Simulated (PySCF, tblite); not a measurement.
# B₃FH₅N: geometry, infrared bands, NMR shifts and spin-spin couplings

What infrared bands, NMR shifts and spin-spin couplings should B₃FH₅N (`BN(B)BF`) show?

Computed with tblite 0.8.0 and PySCF 2.14.0, with density-fitted response routines of our own, on a single molecule in the gas phase. Atoms are numbered from 0 throughout.

### Step 1. The starting structure

10 atoms, charge 0, multiplicity 1; geometry from: force field or distance geometry start.

Bonds of the start (Å): B0–N1 1.47, N1–B2 1.47, N1–B3 1.46, B3–F4 1.47, B0–H5 1.20, B0–H6 1.19, B2–H7 1.20, B2–H8 1.20, B3–H9 1.18.

### Step 2. Relaxing the molecule with GFN2-xTB

Job settings and geometry (Å):

```
{"job": {"kind": "relax", "xc": "GFN2-xTB", "basis": "xTB"}, "charge": 0, "multiplicity": 1}
B     -0.708600    -1.182000    -0.283300
N      0.110400     0.012100    -0.011300
B     -0.538000     1.310200     0.219000
B      1.569200    -0.080700     0.018400
F      2.265700     0.074700     1.301300
H     -1.396100    -1.152000    -1.270100
H     -1.287000    -1.663000     0.642300
H     -0.658900     2.024000    -0.735200
H     -1.500700     1.324000     0.928000
H      2.153000    -0.662500    -0.831600
```

The run is started by

```bash
$ OMP_NUM_THREADS=1 python probes_run.py task.json out
```

One launch serves the whole session: the jobs run in the order shown.

**Question.** This job is followed by: GFN2-xTB harmonic vibrations, gas phase; GIAO PBE0/pcSseg-1 NMR shielding, non-relativistic, gas phase; B3LYP/pcJ-1 indirect spin-spin coupling, non-relativistic, gas phase. Predict these results of the whole session: strongest single infrared mode (GFN2-xTB); zero-point energy (GFN2-xTB); ¹H shifts against TMS (PBE0/pcSseg-1, means over atoms taken as alike); ¹¹B shifts against BF3·OEt2 (PBE0/pcSseg-1, means over atoms taken as alike); ¹⁵N shifts against NH3 (PBE0/pcSseg-1); ¹⁹F shifts against CFCl3 (PBE0/pcSseg-1); largest coupling of the table (B3LYP/pcJ-1).

**Answer**, as computed:

```
                                                                    quantity                    value
                                   strongest single infrared mode (GFN2-xTB)    1318 cm⁻¹, 742 km/mol
                                                zero-point energy (GFN2-xTB)            39.7 kcal/mol
      ¹H shifts against TMS (PBE0/pcSseg-1, means over atoms taken as alike)           6.20, 5.11 ppm
¹¹B shifts against BF3·OEt2 (PBE0/pcSseg-1, means over atoms taken as alike)           60.3, 35.4 ppm
                                      ¹⁵N shifts against NH3 (PBE0/pcSseg-1)                222.8 ppm
                                    ¹⁹F shifts against CFCl3 (PBE0/pcSseg-1)                -56.1 ppm
                                 largest coupling of the table (B3LYP/pcJ-1)  ¹J(B,H) B3–H9, 179.6 Hz
```

**Reading.** Relaxing lowered the energy by 2.210 eV in 77 steps; the close pair that moved most is B3–F4, from 1.468 to 1.319 Å. All 24 modes are real, so the xTB geometry is a minimum. The strongest single mode, at 1318 cm⁻¹, is carried by B3, N1, B0. Unscaled tight-binding wavenumbers are off by several per cent, some by more. Its intensities can rank the bands wrongly. At PBE0/pcSseg-1: The widest tensor belongs to F4: span 399 ppm, with a paramagnetic part of -241 ppm. Of the pairs tabulated at B3LYP/pcJ-1, B3–H9 couples most strongly (179.6 Hz; Fermi contact 179.3 Hz). Couplings across rotatable bonds belong to this one conformer; where others are populated, the observed values are averages.
